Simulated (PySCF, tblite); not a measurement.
# C₄H₉ClGeO: geometry, infrared bands and NMR shifts

Aim: predict the infrared bands and NMR shifts of C₄H₉ClGeO (`CO[C@@H]1C[CH2][Ge@H]1[Cl]`).

The runs use tblite 0.8.0 and PySCF 2.14.0, with density-fitted response routines of our own; the level of theory stands in each step. All values are computed, except where a source is named. Atoms are numbered from 0 throughout.

## 1. The molecule as given

16 atoms, charge 0, multiplicity 1; geometry from: force field or distance geometry start.

Bonds of the start (Å): C0–O1 1.42, O1–C2 1.41, C2–C3 1.54, C3–C4 1.53, C4–Ge5 1.93, Ge5–Cl6 2.16, Ge5–C2 1.95, C0–H7 1.11, C0–H8 1.11, C0–H9 1.10, C2–H10 1.11, C3–H11 1.12, C3–H12 1.09, C4–H13 1.10, C4–H14 1.12, Ge5–H15 1.55.

## 2. Optimising the geometry with GFN2-xTB

The job: settings as JSON, then the geometry in Å.

```
{"job": {"kind": "relax", "xc": "GFN2-xTB", "basis": "xTB"}, "charge": 0, "multiplicity": 1}
C      2.426800     0.114500    -0.304700
O      1.209200     0.812900    -0.068300
C      0.237600    -0.107600     0.382000
C     -0.579200    -0.679300    -0.798200
C     -1.924100    -0.052800    -0.431600
Ge    -1.273500     0.861600     1.133900
Cl    -1.984200    -0.044800     2.961800
H      2.848600    -0.282400     0.645900
H      2.281900    -0.702900    -1.045300
H      3.151500     0.829500    -0.720900
H      0.588700    -0.877600     1.095500
H     -0.628400    -1.799100    -0.734400
H     -0.215000    -0.337200    -1.769300
H     -2.688700    -0.810000    -0.184600
H     -2.266200     0.676700    -1.212000
H     -1.192800     2.407300     1.038700
```

Run with:

```bash
OMP_NUM_THREADS=1 python probes_run.py task.json out
```

One launch serves the whole session: the jobs run in the order shown.

Standard output:

```text
step      E/eV     max force
  0    -644.45092    2.454
  1    -644.62317    0.844
  2    -644.69514    0.691
  3    -644.75373    0.610
  4    -644.80868    0.620
  5    -644.84778    0.496
  6    -644.86886    0.347
  7    -644.88173    0.263
  8    -644.89189    0.258
  9    -644.90026    0.233
 10    -644.90587    0.142
 11    -644.90979    0.154
 12    -644.91418    0.174
 13    -644.91937    0.160
 14    -644.92345    0.144
 15    -644.92569    0.083
 16    -644.92692    0.084
 17    -644.92779    0.073
 18    -644.92845    0.065
 19    -644.92888    0.049
 20    -644.92922    0.056
 21    -644.92956    0.056
 22    -644.92993    0.052
 23    -644.93033    0.058
 24    -644.93077    0.054
 25    -644.93129    0.063
 26    -644.93189    0.059
 27    -644.93256    0.065
 28    -644.93331    0.079
 29    -644.93415    0.078
 30    -644.93501    0.068
 31    -644.93577    0.067
 32    -644.93642    0.051
 33    -644.93705    0.058
 34    -644.93766    0.075
 35    -644.93827    0.074
 36    -644.93891    0.052
 37    -644.93958    0.067
 38    -644.94039    0.080
 39    -644.94146    0.096
 40    -644.94279    0.107
 41    -644.94407    0.082
 42    -644.94498    0.072
 43    -644.94552    0.064
 44    -644.94594    0.062
 45    -644.94633    0.078
 46    -644.94680    0.069
 47    -644.94723    0.035
 48    -644.94746    0.029
 49    -644.94764    0.045
 50    -644.94787    0.056
 51    -644.94807    0.045
 52    -644.94823    0.026
 53    -644.94833    0.025
 54    -644.94842    0.030
 55    -644.94850    0.031
 56    -644.94858    0.025
 57    -644.94866    0.023
 58    -644.94875    0.032
 59    -644.94889    0.044
 60    -644.94906    0.046
 61    -644.94926    0.040
 62    -644.94949    0.050
 63    -644.94979    0.056
 64    -644.95027    0.071
 65    -644.95100    0.086
 66    -644.95187    0.075
 67    -644.95250    0.099
 68    -644.95289    0.070
 69    -644.95333    0.054
 70    -644.95368    0.063
 71    -644.95410    0.060
 72    -644.95456    0.052
 73    -644.95496    0.053
 74    -644.95532    0.047
 75    -644.95576    0.042
 76    -644.95625    0.060
 77    -644.95585    0.158
 78    -644.95690    0.050
 79    -644.95717    0.042
 80    -644.95758    0.033
 81    -644.95796    0.039
 82    -644.95826    0.040
 83    -644.95862    0.042
 84    -644.95893    0.034
 85    -644.95924    0.045
 86    -644.95958    0.098
 87    -644.96007    0.075
 88    -644.96093    0.074
 89    -644.96210    0.065
 90    -644.96261    0.063
 91    -644.96323    0.063
 92    -644.96372    0.057
 93    -644.96457    0.067
 94    -644.96570    0.083
 95    -644.96692    0.080
 96    -644.96775    0.087
 97    -644.96831    0.050
 98    -644.96862    0.046
 99    -644.96896    0.044
100    -644.96925    0.040
101    -644.96960    0.032
102    -644.96989    0.032
103    -644.97017    0.030
104    -644.97036    0.032
105    -644.97047    0.024
106    -644.97055    0.022
107    -644.97063    0.019
108    -644.97070    0.018
109    -644.97075    0.020
110    -644.97079    0.018
111    -644.97083    0.014
112    -644.97088    0.019
113    -644.97091    0.021
114    -644.97094    0.016
115    -644.97096    0.009
```

Wall time 0.72 s (1 thread of Arm Neoverse V2, shared host); peak memory 0.18 GiB.

The steps of the relaxation: (not every step is listed)

| step | energy from step 0 (eV) | largest force (eV/Å) |
| --- | --- | --- |
| 0 | 0.0000 | 2.4537 |
| 1 | -0.1722 | 0.8441 |
| 2 | -0.2442 | 0.6913 |
| 3 | -0.3028 | 0.6104 |
| 4 | -0.3578 | 0.6203 |
| 5 | -0.3969 | 0.4961 |
| 6 | -0.4179 | 0.3475 |
| 7 | -0.4308 | 0.2625 |
| 8 | -0.4410 | 0.2577 |
| 18 | -0.4775 | 0.0650 |
| 28 | -0.4824 | 0.0791 |
| 38 | -0.4895 | 0.0801 |
| 48 | -0.4965 | 0.0292 |
| 58 | -0.4978 | 0.0323 |
| 68 | -0.5020 | 0.0701 |
| 78 | -0.5060 | 0.0503 |
| 88 | -0.5100 | 0.0745 |
| 98 | -0.5177 | 0.0463 |
| 108 | -0.5198 | 0.0181 |
| 110 | -0.5199 | 0.0177 |
| 111 | -0.5199 | 0.0145 |
| 112 | -0.5200 | 0.0188 |
| 113 | -0.5200 | 0.0210 |
| 114 | -0.5200 | 0.0162 |
| 115 | -0.5200 | 0.0087 |

Distances of close pairs at the start and the end, largest changes first:

| bond | before (Å) | after (Å) | change (Å) |
| --- | --- | --- | --- |
| C4–Ge5 | 1.926 | 2.015 | +0.089 |
| C2–Ge5 | 1.946 | 2.023 | +0.077 |
| Ge5–Cl6 | 2.161 | 2.122 | -0.039 |
| C4–H14 | 1.122 | 1.087 | -0.035 |
| C3–H11 | 1.123 | 1.090 | -0.033 |
| Ge5–H15 | 1.551 | 1.530 | -0.021 |
| C0–H8 | 1.112 | 1.096 | -0.017 |
| C0–H7 | 1.113 | 1.097 | -0.016 |

The final coordinates are the input of the step that follows.

## 3. Vibrational analysis with GFN2-xTB

The job: settings as JSON, then the geometry in Å.

```
{"job": {"kind": "ir", "xc": "GFN2-xTB", "basis": "xTB"}, "charge": 0, "multiplicity": 1}
C      2.500249    -0.011522    -0.295272
O      1.400709     0.713683     0.201822
C      0.258565    -0.069229     0.425906
C     -0.545397    -0.476329    -0.831989
C     -2.000886    -0.251024    -0.388374
Ge    -1.356131     0.947225     1.098056
Cl    -2.063860     0.540384     3.056730
H      2.769826    -0.830426     0.383044
H      2.291338    -0.428910    -1.286749
H      3.329489     0.689854    -0.365993
H      0.510323    -0.950828     1.034203
H     -0.349286    -1.495609    -1.165122
H     -0.287241     0.211014    -1.637694
H     -2.437186    -1.162899     0.019666
H     -2.654883     0.117621    -1.174139
H     -1.373230     2.465939     0.914494
```

Standard output:

```text
mode    cm-1     km/mol
  1      65.4      1.15
  2      73.5      1.55
  3     103.7      2.15
  4     119.5      4.89
  5     176.9      4.26
  6     203.3      4.41
  7     298.9      7.12
  8     346.5     20.35
  9     393.3     58.05
 10     424.4      7.78
 11     494.3     98.02
 12     586.8     14.10
 13     593.1    165.41
 14     658.7     27.54
 15     718.0     65.37
 16     885.2     32.46
 17     928.0      0.48
 18    1003.7     16.40
 19    1022.8      7.39
 20    1047.4      9.08
 21    1099.2     97.70
 22    1126.3      1.27
 23    1133.3      4.71
 24    1137.0      4.48
 25    1189.9     24.26
 26    1211.6      3.30
 27    1262.2      0.58
 28    1308.4     16.31
 29    1403.6      1.05
 30    1442.0      1.64
 31    1468.8      5.94
 32    1481.3      0.05
 33    1489.3      3.60
 34    1767.9    400.15
 35    2825.7     61.52
 36    2904.2     50.44
 37    2928.3     46.02
 38    2969.4     19.47
 39    2983.0     57.58
 40    2994.0     26.82
 41    3008.5     32.17
 42    3024.6     22.02
```

Run time: 0.51 s. Hardware: 1 thread of Arm Neoverse V2, shared host; peak memory 0.18 GiB.

Which atoms move in the most intense modes:

```
cm⁻¹  km/mol                                  atoms
 393    58.0   Ge5 30 %, Cl6 16 %, O1 15 %, C4 12 %
 494    98.0                               H15 73 %
 593   165.4                               H15 86 %
 718    65.4  H14 34 %, C4 25 %, H13 14 %, H15 10 %
1099    97.7              O1 41 %, C2 28 %, C0 17 %
1768   400.1                               H15 98 %
2826    61.5                               H10 93 %
2983    57.6                     H11 71 %, H13 20 %
```

## 4. Nuclear shieldings: PBE0/pcSseg-1

Settings changed since step 3:

```diff
@@ -1,2 +1,2 @@
-{"job": {"kind": "ir", "xc": "GFN2-xTB", "basis": "xTB"}, "charge": 0, "multiplicity": 1}
+{"job": {"kind": "nmr", "xc": "PBE0", "basis": "pcSseg-1"}, "charge": 0, "multiplicity": 1}
 C      2.500249    -0.011522    -0.295272
```

With the program's defaults for keys left out, this is: GIAO PBE0/pcSseg-1 NMR shielding, non-relativistic, gas phase.

Standard output:

```text
coarse grid: 61880 points
cycle   1  E = -2769.1942387600  dE =  9.081e-02  |g| = 1.051e+00  |ddm| = 3.694e+00
cycle   2  E = -2769.0910980997  dE =  1.031e-01  |g| = 1.268e+00  |ddm| = 1.614e+00
cycle   3  E = -2769.3147368016  dE = -2.236e-01  |g| = 1.446e-01  |ddm| = 1.094e+00
cycle   4  E = -2769.3179473547  dE = -3.211e-03  |g| = 6.401e-02  |ddm| = 1.404e-01
cycle   5  E = -2769.3185457558  dE = -5.984e-04  |g| = 1.050e-02  |ddm| = 5.288e-02
cycle   6  E = -2769.3185697162  dE = -2.396e-05  |g| = 2.898e-03  |ddm| = 1.395e-02
cycle   7  E = -2769.3185717415  dE = -2.025e-06  |g| = 9.137e-04  |ddm| = 3.524e-03
final grid: 129176 points
cycle   8  E = -2769.3186328705  dE =  1.495e-07  |g| = 1.252e-03  |ddm| = 2.602e-03
cycle   9  E = -2769.3186324024  dE =  4.680e-07  |g| = 1.835e-03  |ddm| = 2.925e-03
cycle  10  E = -2769.3186332805  dE = -8.781e-07  |g| = 8.114e-05  |ddm| = 1.745e-03
cycle  11  E = -2769.3186332819  dE = -1.427e-09  |g| = 1.633e-05  |ddm| = 8.421e-05
cycle  12  E = -2769.3186332820  dE = -3.456e-11  |g| = 3.266e-06  |ddm| = 1.165e-05
converged SCF energy = -2769.3186332820

GIAO shielding tensors (ppm)
atom      isotropic    diamagn.    paramagn.     s11        s22        s33       span
  0 C      126.049     244.851    -118.802     89.429    105.104    183.613     94.184
  1 O      283.571     396.235    -112.664    250.385    276.949    323.378     72.993
  2 C       88.539     249.439    -160.901     46.257     83.282    136.077     89.819
  3 C      155.767     251.265     -95.498    139.949    152.488    174.865     34.915
  4 C      160.971     251.415     -90.444    131.774    163.043    188.094     56.320
  5 Ge    1273.510    2755.703   -1482.193   1191.627   1274.212   1354.690    163.063
  6 Cl     947.883    1147.968    -200.086    863.207    980.422   1000.019    136.812
  7 H       28.741      29.207      -0.465     25.019     26.420     34.786      9.767
  8 H       28.369      30.086      -1.717     24.121     26.547     34.440     10.319
  9 H       27.962      28.334      -0.372     23.847     25.294     34.747     10.900
 10 H       27.232      32.458      -5.226     25.660     27.005     29.033      3.373
 11 H       29.069      31.645      -2.575     24.056     27.817     35.335     11.278
 12 H       29.734      32.459      -2.724     25.897     29.054     34.252      8.355
 13 H       29.880      29.894      -0.014     26.098     27.985     35.558      9.460
 14 H       29.634      29.378       0.256     24.786     26.807     37.308     12.522
 15 H       25.378      27.590      -2.212     18.320     21.659     36.154     17.835
```

Run time: 35 s. Hardware: 1 thread of Arm Neoverse V2, shared host; peak memory 1 GiB.

The references, computed at this level on geometries of the same kind, shield at (ppm): ¹H TMS 31.72, ¹³C TMS 186.9, ¹⁷O H2O 336.1, ⁷³Ge GeMe4 1331, ³⁵Cl HCl 950. Their shielding less the atom's gives the shift. The references are single molecules in the gas phase, so shifts against H2O, NH3, PH3, H3PO4 or CFCl3 are not on the usual liquid scales and can be off by tens of ppm. Atoms listed in one row are averaged.

```csv
atoms,environment,σ (ppm),δ (ppm)
C2,sp3 CH bonded to Ge and O,88.5,98.4
C0,methyl carbon bonded to O,126.0,60.9
C3,sp3 CH2 in a ring,155.8,31.2
C4,sp3 CH2 bonded to Ge,161.0,26.0
H15,"hydrogen on a germanium bonded to 2 C, Cl, in a 4-membered ring",25.38,6.34
H10,hydrogen on an sp3 CH bonded to Ge and O,27.23,4.48
"H7, H8, H9",hydrogen on a methyl carbon bonded to O,28.36,3.36
H11,hydrogen on an sp3 CH2 in a ring,29.07,2.65
H14,hydrogen on an sp3 CH2 bonded to Ge,29.63,2.08
H12,hydrogen on an sp3 CH2 in a ring,29.73,1.98
H13,hydrogen on an sp3 CH2 bonded to Ge,29.88,1.84
O1,ether oxygen,283.6,52.5
Ge5,"germanium bonded to 2 C, Cl, H, in a 4-membered ring",1274,57
Cl6,chlorine bonded to Ge,948,2
```

Charges from the same density, by scheme (e):

```csv
atoms,Mulliken,IAO,Hirshfeld,ESP fit
C0,-0.02,-0.20,-0.04,-0.08
O1,-0.50,-0.38,-0.15,-0.40
C2,-0.20,-0.13,-0.03,0.23
C3,-0.19,-0.28,-0.09,-0.12
C4,-0.45,-0.50,-0.15,-0.23
Ge5,0.71,0.77,0.38,0.20
Cl6,-0.34,-0.31,-0.17,-0.20
```

Mayer bond orders: C0–O1 0.93, O1–C2 0.90, C2–C3 0.94, C3–C4 1.00, C4–Ge5 0.96, Ge5–Cl6 0.94, Ge5–C2 0.88.

Ring of atoms C2, C3, C4, Ge5: NICS(0) -2.7, NICS(1) -2.1, NICS(1)zz 2.5 ppm (means of both faces).

## 5. Summary of results

| quantity | value |
| --- | --- |
| strongest single infrared mode (GFN2-xTB) | 1768 cm⁻¹, 400 km/mol |
| zero-point energy (GFN2-xTB) | 74.8 kcal/mol |
| ¹³C shifts against TMS (PBE0/pcSseg-1) | 98.4, 60.9, 31.2, 26.0 ppm |
| ¹H shifts against TMS (PBE0/pcSseg-1, means over atoms taken as alike) | 6.34, 4.48, 3.36, 2.65, 2.08, 1.98, 1.84 ppm |
| ¹⁷O shifts against H2O (PBE0/pcSseg-1) | 52.5 ppm |
| ⁷³Ge shifts against GeMe4 (PBE0/pcSseg-1) | 57 ppm |
| ³⁵Cl shifts against HCl (PBE0/pcSseg-1) | 2 ppm |

Over 115 steps the energy fell by 0.520 eV; of the close pairs, C4–Ge5 changed most, 1.926 to 2.015 Å. No mode is imaginary among the 42: a minimum at this level. The strongest single mode, at 1768 cm⁻¹, moves mainly H15. Unscaled tight-binding wavenumbers are off by several per cent, some by more. Its intensities can rank the bands wrongly. At PBE0/pcSseg-1: The widest tensor belongs to Ge5: span 163 ppm, with a paramagnetic part of -1482 ppm. Spin-orbit coupling is left out, which matters for shieldings and couplings at and beside the heavy atoms.
